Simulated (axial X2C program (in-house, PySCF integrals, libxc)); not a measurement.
# CuAl: from the state search to constants

What are the state, bond length, wavenumber and bond energy of CuAl, and what does spin–orbit coupling change?

Computed with an in-house X2C program for linear molecules on PySCF integrals. Level: all-electron X2C, Cu dyall-cv3z, Al dyall-v3z.

All values are calculated.

### Step 1. Set-up

Input file task.json:

```json
{
 "zs": [
  29,
  13
 ],
 "q": 0,
 "bas": [
  "dyall-cv3z",
  "dyall-v3z"
 ],
 "levels": [
  "PBE0",
  "HF",
  "LDA"
 ],
 "cc": true,
 "r0": 2.38,
 "thr": -2.0,
 "nmax": 90,
 "npts": 10,
 "nst": 2,
 "ntry": 6
}
```

Keys: zs atomic numbers; q charge; bas basis sets; levels methods (HF also brings MP2); cc coupled cluster on or off; r0 starting distance in Å; thr threshold in hartree for freezing inner shells (an s shell follows its p shell); nmax most natural virtual spinors; npts points asked for on the curve; nst determinants followed; ntry starts of the search.

Launch:

```sh
python so2c.py task.json out
```

Spin-free means the one-electron spin-free X2C Hamiltonian; two-component (2c) means X2C with spin–orbit coupling and atomic mean-field two-electron Coulomb and Gaunt terms. Basis: Cu dyall-cv3z contracted to [9s9p6d3f2g], Al dyall-v3z contracted to [8s8p2d1f]; Gaussian nuclei, density fitting. Masses: Cu 62.930 u, Al 26.982 u.

Notation: σ, π±, δ± give the projection m of an orbital's angular momentum (0, ±1, ±2), α and β its spin, Λ and M_S the sums; ω is the projection of a spinor's total angular momentum and Ω the sum. Logs are in hartree.

The results follow Hamiltonian by Hamiltonian and level by level.

### Step 2. Which state to follow

Determinants are compared with PBE0 at 2.380 Å.

Spin-free determinants:

| ΔE (eV) | state | open shells |
| --- | --- | --- |
| 0.00 | M_S = 0, Λ = 0 | closed shell |
| 1.11 | M_S = 1, Λ = 1 | beyond closed shells: σα, π+α |
| 1.34 | M_S = 0, Λ = 1 | beyond closed shells: σα, π+β |
| 2.05 | M_S = 1, Λ = 0 | beyond closed shells: 2 × σα |
| 3.08 | M_S = 1, Λ = 0 | beyond closed shells: π+α, π-α |
| 3.46 | M_S = 1, Λ = 1 | beyond closed shells: π-α, δ+α, δ+β, δ-α |
| 3.48 | M_S = 0, Λ = 3 | beyond closed shells: π+α, δ+α, δ+β, δ-β |

Two-component determinants:

```tsv
ΔE (eV)	state	open shells
0.00	Ω = 0	closed shell
1.12	Ω = 2	excess of +ω over −ω: ω = 1/2, ω = 3/2
1.33	Ω = 1	excess of +ω over −ω: 2 × ω = 1/2
1.35	Ω = 1	excess of +ω over −ω: ω = -1/2, ω = 3/2
3.35	Ω = 2	excess of +ω over −ω: ω = -1/2, ω = 5/2
3.38	Ω = 4	excess of +ω over −ω: ω = 3/2, ω = 5/2
3.38	Ω = 3	excess of +ω over −ω: ω = 1/2, ω = 5/2
```

### Step 3. PBE0, spin-free

State followed: M_S = 0, Λ = 0 (closed shell). The scan is laid around 2.371 Å, a first estimate of the minimum, and this SCF restarts from the orbitals of the search.

The SCF at the reference distance of 2.371 Å:

```text
spin-free X2C-1e  PBE0
basis functions 154  fitting functions 893  grid points 5082
iter        total energy     max residual
   1      -1897.331740731     2.40e-01
   2      -1897.346562684     1.77e-03
   3      -1897.346576635     6.19e-04
   4      -1897.346582066     3.19e-04
   5      -1897.346581580     3.71e-04
   6      -1897.346582664     4.08e-05
   7      -1897.346582673     5.01e-06
   8      -1897.346582674     2.33e-06
converged
one-electron -2811.59654754  Coulomb 916.42334505  exact exchange -21.11385540  xc functional -65.20115638  nuclear repulsion 84.14163160
```

Along the bond, energies from the lowest point:

| R (Å) | E (eV) | μ (D) | HOMO (eV) | LUMO (eV) | iterations |
| --- | --- | --- | --- | --- | --- |
| 2.063 | 0.3839 | -0.43 | -4.97 | -2.12 | 11 |
| 2.158 | 0.1589 | -0.30 | -4.99 | -2.09 | 10 |
| 2.229 | 0.0625 | -0.18 | -5.00 | -2.07 | 10 |
| 2.300 | 0.0129 | -0.04 | -5.00 | -2.06 | 10 |
| 2.371 | 0.0000 | 0.11 | -5.00 | -2.06 | 8 |
| 2.454 | 0.0200 | 0.30 | -4.99 | -2.06 | 10 |
| 2.537 | 0.0683 | 0.50 | -4.97 | -2.06 | 10 |
| 2.644 | 0.1597 | 0.77 | -4.94 | -2.08 | 10 |
| 2.774 | 0.3001 | 1.11 | -4.89 | -2.11 | 10 |
| 2.964 | 0.5333 | 1.61 | -4.80 | -2.16 | 10 |

Dipoles are positive if Al is the positive end.

Outer orbitals at the reference distance:

```csv
symmetry,occupied,ε (eV),atomic character
σα,yes,-9.52,"59% Al s, 15% Cu s, 14% Cu d"
π+α,yes,-7.36,97% Cu d
π-α,yes,-7.36,97% Cu d
σα,yes,-7.23,"84% Cu d, 9% Al s, 3% Cu s"
δ-α,yes,-7.20,100% Cu d
δ+α,yes,-7.20,100% Cu d
σα,yes,-5.00,"50% Al p, 35% Cu s, 8% Al s"
π+α,no,-2.06,"76% Al p, 20% Cu p, 4% Cu d"
π-α,no,-2.06,"76% Al p, 20% Cu p, 4% Cu d"
σα,no,-1.10,"42% Cu p, 26% Cu s, 24% Al p"
π-α,no,0.49,"72% Cu p, 16% Al p, 10% Al d"
```

PBE0 fields in the half plane through the axis: z from -2.4 to 4.5 Å across, distance from the axis 0.15 to 2.25 Å upwards; Cu lies at z = 0 and Al at z = 2.371 Å; the ELF is damped to zero where the density is low.

log10 density (e/bohr³). Ten even steps from '0' (-4.31 ) to '9' (1.37 ):
```
000111222222211222221110
001122222222222222222211
011222333333333333333221
112233344444333344433322
112234445544444444444332
122334556655444555444332
122345678765555676544433
122345689865556897554433
```

ELF. Ten even steps from '0' (0.00 ) to '9' (1.00 ):
```
000001122211000001333200
000012223332100025777641
000122223333321257999985
001122222234443468999998
011111111224664347999999
011111122223662000599999
011111267522650473089999
011111474742631848059999
```

Re = 2.365 Å, ωe = 285.7 cm⁻¹, ωexe = 1.12 cm⁻¹, Be = 0.1596 cm⁻¹, De = 2.15 eV, μ = 0.10 D.

### Step 4. HF, spin-free

The SCF at the reference distance of 2.371 Å:

```text
spin-free X2C-1e  HF
basis functions 154  fitting functions 893  grid points 5082
iter        total energy     max residual
   1      -1895.486992494     1.32e-01
   2      -1895.516702867     3.51e-02
   3      -1895.511719612     5.32e-02
   4      -1895.525282992     1.84e-03
   5      -1895.525634719     2.19e-03
   6      -1895.525755408     3.25e-04
   7      -1895.525766997     1.38e-04
   8      -1895.525768020     4.32e-05
   9      -1895.525768121     1.16e-05
  10      -1895.525768127     4.95e-06
  11      -1895.525768128     1.57e-06
converged
one-electron -2813.31667790  Coulomb 918.34238828  exact exchange -84.69311011  xc functional 0.00000000  nuclear repulsion 84.14163160
```

Re = 2.582 Å, ωe = 218.8 cm⁻¹, ωexe = 0.663 cm⁻¹, Be = 0.1339 cm⁻¹, De = 0.551 eV, μ = -1.25 D.

### Step 5. LDA, spin-free

Output at 2.371 Å:

```text
spin-free X2C-1e  LDA
basis functions 154  fitting functions 893  grid points 5082
iter        total energy     max residual
   1      -1893.826406572     1.63e-01
   2      -1893.779425139     1.12e-01
   3      -1893.517562629     2.45e-01
   4      -1893.833132656     3.96e-02
   5      -1893.839594688     8.72e-03
   6      -1893.839772647     1.17e-02
   7      -1893.840966601     3.85e-04
   8      -1893.840968659     2.19e-04
   9      -1893.840969033     1.13e-05
  10      -1893.840969036     4.35e-06
  11      -1893.840969037     7.09e-07
converged
one-electron -2810.25968946  Coulomb 914.94508123  exact exchange 0.00000000  xc functional -82.66799240  nuclear repulsion 84.14163160
```

Re = 2.287 Å, ωe = 320 cm⁻¹, ωexe = 1.27 cm⁻¹, Be = 0.1707 cm⁻¹, De = 3.14 eV, μ = 0.72 D.

### Step 6. Correlated methods, spin-free

Correlated methods: 14 electrons correlated (frozen shells, counted by type: Cu 3 s, 2 p; Al 2 s, 1 p), 220 virtual spinors in MP2, 88 natural virtuals in coupled cluster.

Output of the correlated part at 2.371 Å:

```text
correlated 14  virtual 220  natural virtual 88  E(MP2) -0.617049189  MP2 remainder -0.054548625
iter   CCSD correlation   residual
   1     -0.460169577   3.09e-01
   2     -0.498274556   2.17e-01
   3     -0.506375399   6.53e-02
   4     -0.506401502   3.46e-02
   5     -0.506387935   1.39e-02
   6     -0.506865167   8.63e-03
   7     -0.506995423   4.49e-03
   8     -0.506866051   2.28e-03
   9     -0.506970255   1.12e-03
  10     -0.506958134   5.27e-04
  11     -0.506954170   2.49e-04
  12     -0.506962455   1.39e-04
  13     -0.506962404   7.27e-05
  14     -0.506961882   3.84e-05
  15     -0.506962043   2.21e-05
  16     -0.506962115   1.15e-05
  17     -0.506962146   7.23e-06
  18     -0.506962139   4.39e-06
(T) -0.026618395  T1 0.0511  D1 0.0895  max T2 0.128
```

T1 in the output is the amplitude norm over the root of the electron number; divide by √2 for the Lee–Taylor value.

MP2: Re = 2.286 Å, ωe = 315 cm⁻¹, Be = 0.1708 cm⁻¹, De = 2.18 eV.

CCSD: Re = 2.371 Å, ωe = 276.3 cm⁻¹, ωexe = 1.19 cm⁻¹, Be = 0.1588 cm⁻¹, De = 2.06 eV. T1 at Re = 0.036 (Lee–Taylor, the printed value over √2).

CCSD(T): Re = 2.328 Å, ωe = 298.7 cm⁻¹, ωexe = 1.38 cm⁻¹, Be = 0.1647 cm⁻¹, De = 2.27 eV. T1 at Re = 0.036 (Lee–Taylor, the printed value over √2).

### Step 7. A higher determinant, spin-free

State: M_S = 1, Λ = 1 (beyond closed shells: σα, π+α).

Output at the reference distance:

```text
spin-free X2C-1e  PBE0
basis functions 154  fitting functions 893  grid points 5082
iter        total energy     max residual
   1      -1897.292825161     2.40e-01
   2      -1897.305992083     1.71e-03
   3      -1897.305996234     1.32e-03
   4      -1897.306002879     4.33e-04
   5      -1897.306003804     1.63e-04
   6      -1897.306004145     4.38e-05
   7      -1897.306004161     1.28e-05
   8      -1897.306004164     3.77e-06
   9      -1897.306004165     9.94e-07
converged
one-electron -2811.02593122  Coulomb 915.91645442  exact exchange -21.12828422  xc functional -65.20987475  nuclear repulsion 84.14163160
```

| R (Å) | E above the lowest PBE0 point (eV) |
| --- | --- |
| 2.063 | 1.310 |
| 2.158 | 1.156 |
| 2.229 | 1.103 |
| 2.300 | 1.089 |
| 2.371 | 1.104 |
| 2.454 | 1.147 |
| 2.537 | 1.208 |
| 2.644 | 1.301 |
| 2.774 | 1.422 |

Re = 2.295 Å, ωe = 287.6 cm⁻¹, ωexe = 2.04 cm⁻¹, Be = 0.1695 cm⁻¹, μ = -1.12 D. Te = 1.09 eV.

### Step 8. The spin-free curves together

Energy (eV) of the followed determinant, spin-free, from each level's lowest point:

| R (Å) | PBE0 | HF | MP2 | CCSD | CCSD(T) | LDA |
| --- | --- | --- | --- | --- | --- | --- |
| 2.063 | 0.384 | 0.798 | 0.235 | n/a | n/a | 0.239 |
| 2.158 | 0.159 | 0.473 | 0.067 | 0.160 | 0.110 | 0.069 |
| 2.229 | 0.062 | 0.300 | 0.011 | 0.065 | 0.032 | 0.012 |
| 2.300 | 0.013 | 0.175 | 0.000 | 0.015 | 0.000 | 0.000 |
| 2.371 | 0.000 | 0.089 | 0.022 | 0.000 | 0.003 | 0.022 |
| 2.454 | 0.020 | 0.028 | 0.077 | 0.016 | 0.039 | 0.080 |
| 2.537 | 0.068 | 0.000 | 0.156 | 0.060 | 0.102 | 0.164 |
| 2.644 | 0.160 | 0.002 | 0.281 | 0.143 | 0.207 | 0.296 |
| 2.774 | 0.300 | 0.048 | 0.453 | n/a | n/a | 0.481 |
| 2.964 | 0.533 | 0.168 | 0.721 | n/a | n/a | 0.767 |

### Step 9. PBE0, 2c

State followed: Ω = 0 (closed shell). The scan is laid around 2.371 Å, a first estimate of the minimum, and this SCF restarts from the orbitals of the search.

Output at 2.371 Å:

```text
two-component X2C + atomic mean field  PBE0
basis functions 154  fitting functions 893  grid points 5082
iter        total energy     max residual
   1      -1896.821220156     2.40e-01
   2      -1896.836106290     1.77e-03
   3      -1896.836118684     9.46e-04
   4      -1896.836124666     5.64e-04
   5      -1896.836124202     4.75e-04
   6      -1896.836126337     3.65e-05
   7      -1896.836126345     5.45e-06
   8      -1896.836126346     2.17e-06
converged
one-electron -2810.31195693  Coulomb 916.16202688  exact exchange -21.10803884  xc functional -65.18304261  nuclear repulsion 84.14163160  atomic mean-field constant -0.53674644
```

Along the bond, energies from the lowest point:

| R (Å) | E (eV) | μ (D) | HOMO (eV) | LUMO (eV) | iterations |
| --- | --- | --- | --- | --- | --- |
| 2.063 | 0.3850 | -0.43 | -4.96 | -2.13 | 11 |
| 2.158 | 0.1597 | -0.30 | -4.99 | -2.10 | 10 |
| 2.229 | 0.0630 | -0.18 | -5.00 | -2.08 | 10 |
| 2.300 | 0.0131 | -0.04 | -5.00 | -2.07 | 10 |
| 2.371 | 0.0000 | 0.11 | -5.00 | -2.07 | 8 |
| 2.454 | 0.0197 | 0.30 | -4.99 | -2.06 | 10 |
| 2.537 | 0.0678 | 0.50 | -4.97 | -2.07 | 10 |
| 2.644 | 0.1589 | 0.77 | -4.94 | -2.08 | 10 |
| 2.774 | 0.2991 | 1.11 | -4.89 | -2.11 | 10 |
| 2.964 | 0.5320 | 1.61 | -4.80 | -2.16 | 10 |

Dipoles are positive if Al is the positive end.

Outer spinors at the reference distance:

| ω | occupied | ε (eV) | atomic character | λ mixture |
| --- | --- | --- | --- | --- |
| 1/2 | yes | -9.52 | 59% Al s, 15% Cu s, 15% Cu d | 100% σ |
| 1/2 | yes | -7.48 | 94% Cu d, 2% Al s | 79% π, 21% σ |
| 3/2 | yes | -7.42 | 98% Cu d | 51% δ, 49% π |
| 3/2 | yes | -7.21 | 98% Cu d | 51% π, 49% δ |
| 1/2 | yes | -7.18 | 87% Cu d, 7% Al s, 3% Cu s | 79% σ, 21% π |
| 5/2 | yes | -7.10 | 100% Cu d | 100% δ |
| 1/2 | yes | -5.00 | 50% Al p, 35% Cu s, 8% Al s | 100% σ |
| 1/2 | no | -2.07 | 76% Al p, 20% Cu p, 4% Cu d | 100% π |
| 3/2 | no | -2.05 | 76% Al p, 20% Cu p, 4% Cu d | 100% π |
| 1/2 | no | -1.10 | 42% Cu p, 26% Cu s, 24% Al p | 100% σ |
| 1/2 | no | 0.48 | 72% Cu p, 16% Al p, 10% Al d | 100% π |

PBE0 fields in the half plane through the axis: z from -2.4 to 4.5 Å across, distance from the axis 0.15 to 2.25 Å upwards; Cu lies at z = 0 and Al at z = 2.371 Å; the ELF is damped to zero where the density is low.

log10 density (e/bohr³). Ten even steps from '0' (-4.31 ) to '9' (1.37 ):
```
000111222222211222221110
001122222222222222222211
011222333333333333333221
112233344444333344433322
112234445544444444444332
122334556655444555444332
122345678765555676544433
122345689865556897554433
```

ELF. Ten even steps from ' ' (0.00 ) to '@' (1.00 ):
```
          ....::::::....          ..------::    
        ..::::::------::..      ::++######**==..
      ..::::::::----------::..::++##@@@@@@@@%%++
    ....::::::::::::--======--==**%%@@@@@@@@@@%%
  ................::::==****==--==##@@@@@@@@@@@@
  ............::::::::--****::      ++@@@@@@@@@@
  ..........::**##++::::**++  ==##--  %%@@@@@@@@
  ..........==##==##==::**--..%%==%%  ++@@@@@@@@
```

Re = 2.366 Å, ωe = 285.5 cm⁻¹, ωexe = 1.12 cm⁻¹, Be = 0.1595 cm⁻¹, De = 2.15 eV, μ = 0.10 D.

### Step 10. HF, 2c

The SCF at the reference distance of 2.371 Å:

```text
two-component X2C + atomic mean field  HF
basis functions 154  fitting functions 893  grid points 5082
iter        total energy     max residual
   1      -1894.977200249     1.32e-01
   2      -1895.006907844     3.50e-02
   3      -1895.001949062     5.31e-02
   4      -1895.015474436     1.87e-03
   5      -1895.015826034     2.19e-03
   6      -1895.015946717     3.36e-04
   7      -1895.015958360     1.38e-04
   8      -1895.015959397     4.29e-05
   9      -1895.015959504     1.17e-05
  10      -1895.015959513     4.73e-06
  11      -1895.015959515     1.82e-06
  12      -1895.015959516     1.45e-06
converged
one-electron -2812.03094167  Coulomb 918.07987899  exact exchange -84.66978199  xc functional 0.00000000  nuclear repulsion 84.14163160  atomic mean-field constant -0.53674644
```

Re = 2.583 Å, ωe = 218.6 cm⁻¹, ωexe = 0.662 cm⁻¹, Be = 0.1338 cm⁻¹, De = 0.550 eV, μ = -1.25 D.

### Step 11. LDA, 2c

The SCF at the reference distance of 2.371 Å:

```text
two-component X2C + atomic mean field  LDA
basis functions 154  fitting functions 893  grid points 5082
iter        total energy     max residual
   1      -1893.316305553     1.63e-01
   2      -1893.269138486     1.12e-01
   3      -1893.007148824     2.45e-01
   4      -1893.322969321     3.97e-02
   5      -1893.329519424     8.69e-03
   6      -1893.329663362     1.17e-02
   7      -1893.330867942     3.86e-04
   8      -1893.330870016     2.21e-04
   9      -1893.330870396     1.13e-05
  10      -1893.330870399     4.33e-06
  11      -1893.330870399     7.09e-07
converged
one-electron -2808.97502016  Coulomb 914.68365175  exact exchange 0.00000000  xc functional -82.64438714  nuclear repulsion 84.14163160  atomic mean-field constant -0.53674644
```

Re = 2.287 Å, ωe = 320 cm⁻¹, ωexe = 1.27 cm⁻¹, Be = 0.1706 cm⁻¹, De = 3.14 eV, μ = 0.72 D.

### Step 12. Correlated methods, 2c

Correlated methods: 14 electrons correlated (frozen shells, counted by type: Cu 3 s, 2 p; Al 2 s, 1 p), 220 virtual spinors in MP2, 90 natural virtuals in coupled cluster.

Output of the correlated part at 2.371 Å:

```text
correlated 14  virtual 220  natural virtual 90  E(MP2) -0.616730581  MP2 remainder -0.052795258
iter   CCSD correlation   residual
   1     -0.461561670   3.09e-01
   2     -0.499575204   2.17e-01
   3     -0.507697184   6.55e-02
   4     -0.507727653   3.47e-02
   5     -0.507710903   1.39e-02
   6     -0.508188798   8.66e-03
   7     -0.508319776   4.50e-03
   8     -0.508189214   2.29e-03
   9     -0.508294045   1.13e-03
  10     -0.508281901   5.37e-04
  11     -0.508277822   2.59e-04
  12     -0.508286375   1.48e-04
  13     -0.508286286   8.12e-05
  14     -0.508285678   4.61e-05
  15     -0.508285853   2.91e-05
  16     -0.508285930   1.70e-05
  17     -0.508285929   1.13e-05
(T) -0.026843376  T1 0.0511  D1 0.0895  max T2 0.128
```

MP2: Re = 2.287 Å, ωe = 314 cm⁻¹, Be = 0.1707 cm⁻¹, De = 2.18 eV.

CCSD: Re = 2.372 Å, ωe = 274.4 cm⁻¹, ωexe = 1.29 cm⁻¹, Be = 0.1586 cm⁻¹, De = 2.06 eV. T1 at Re = 0.036 (Lee–Taylor, the printed value over √2).

CCSD(T): Re = 2.329 Å, ωe = 298.0 cm⁻¹, ωexe = 1.45 cm⁻¹, Be = 0.1646 cm⁻¹, De = 2.27 eV. T1 at Re = 0.036 (Lee–Taylor, the printed value over √2).

### Step 13. A higher determinant, 2c

State: Ω = 2 (excess of +ω over −ω: ω = 1/2, ω = 3/2).

Output at the reference distance:

```text
two-component X2C + atomic mean field  PBE0
basis functions 154  fitting functions 893  grid points 5082
iter        total energy     max residual
   1      -1896.782012286     2.40e-01
   2      -1896.795229063     1.71e-03
   3      -1896.795234512     1.16e-03
   4      -1896.795239609     4.70e-04
   5      -1896.795240599     1.77e-04
   6      -1896.795240972     4.35e-05
   7      -1896.795240988     1.29e-05
   8      -1896.795240992     3.84e-06
   9      -1896.795240992     1.01e-06
converged
one-electron -2809.73825295  Coulomb 915.65240841  exact exchange -21.12250738  xc functional -65.19177422  nuclear repulsion 84.14163160  atomic mean-field constant -0.53674644
```

| R (Å) | E above the lowest PBE0 point (eV) |
| --- | --- |
| 2.063 | 1.323 |
| 2.158 | 1.167 |
| 2.229 | 1.113 |
| 2.300 | 1.099 |
| 2.371 | 1.113 |
| 2.454 | 1.154 |
| 2.537 | 1.214 |
| 2.644 | 1.307 |
| 2.774 | 1.428 |

Re = 2.297 Å, ωe = 286.7 cm⁻¹, ωexe = 2.04 cm⁻¹, Be = 0.1692 cm⁻¹, μ = -1.13 D. Te = 1.10 eV.

### Step 14. The 2c curves together

Energy (eV) of the followed determinant, 2c, from each level's lowest point:

| R (Å) | PBE0 | HF | MP2 | CCSD | CCSD(T) | LDA |
| --- | --- | --- | --- | --- | --- | --- |
| 2.063 | 0.385 | 0.800 | 0.236 | n/a | n/a | 0.240 |
| 2.158 | 0.160 | 0.474 | 0.068 | 0.160 | 0.111 | 0.070 |
| 2.229 | 0.063 | 0.301 | 0.012 | 0.065 | 0.033 | 0.013 |
| 2.300 | 0.013 | 0.175 | 0.000 | 0.015 | 0.000 | 0.000 |
| 2.371 | 0.000 | 0.089 | 0.021 | 0.000 | 0.003 | 0.022 |
| 2.454 | 0.020 | 0.028 | 0.077 | 0.016 | 0.039 | 0.080 |
| 2.537 | 0.068 | 0.000 | 0.155 | 0.058 | 0.100 | 0.163 |
| 2.644 | 0.159 | 0.002 | 0.279 | 0.139 | 0.204 | 0.295 |
| 2.774 | 0.299 | 0.047 | 0.451 | n/a | n/a | 0.480 |
| 2.964 | 0.532 | 0.167 | 0.719 | n/a | n/a | 0.766 |

The whole job took 2.2 min on 1 thread of Arm Neoverse V1, shared host.

### Step 15. What came out

Lowest determinant that the search found at its distance, spin-free: M_S = 0, Λ = 0 (closed shell).

Lowest determinant that the search found at its distance, 2c: Ω = 0 (closed shell).

```
Hamiltonian    level  Re (Å)  ωe (cm⁻¹)  De (eV)  μ (D)
  spin-free     PBE0   2.365      285.7     2.15   0.10
  spin-free       HF   2.582      218.8    0.551  -1.25
  spin-free      MP2   2.286        315     2.18    n/a
  spin-free     CCSD   2.371      276.3     2.06    n/a
  spin-free  CCSD(T)   2.328      298.7     2.27    n/a
  spin-free      LDA   2.287        320     3.14   0.72
         2c     PBE0   2.366      285.5     2.15   0.10
         2c       HF   2.583      218.6    0.550  -1.25
         2c      MP2   2.287        314     2.18    n/a
         2c     CCSD   2.372      274.4     2.06    n/a
         2c  CCSD(T)   2.329      298.0     2.27    n/a
         2c      LDA   2.287        320     3.14   0.72
```

Dipoles are positive if Al is the positive end.

Time per point (s) on 1 thread of Arm Neoverse V1, shared host (2c runs; CCSD comes with the CCSD(T) run); the times are rough: PBE0 0.26, HF 0.16, MP2 0.37, CCSD(T) 7.2, LDA 0.16.

**Reading.** At CCSD(T), going from spin-free to two-component changes Re by +1 mÅ, ωe by -0.3 %, which is small (part of it comes from the scalar share of the two-electron terms). De moves by 0.00 eV; both De rest on single-determinant atoms, which can miss part of an open shell's spin–orbit lowering.

De refers to Cu + Al, each in the lowest determinant found, which need not be this curve's own limit. The state is a single determinant with fixed occupations, the lowest that a limited PBE0 search found. Closed shells are restricted here (equal orbitals for both partners), which fails at long range if the bond breaks into open shells. De is counted from the lowest determinant-based energies of the atoms at the same level, without counterpoise correction. Coupled cluster ran in a truncated set of natural virtual spinors; the MP2 energy of the rest was added. T1 at Re is 0.036 (Lee–Taylor), above the customary mark of 0.02.
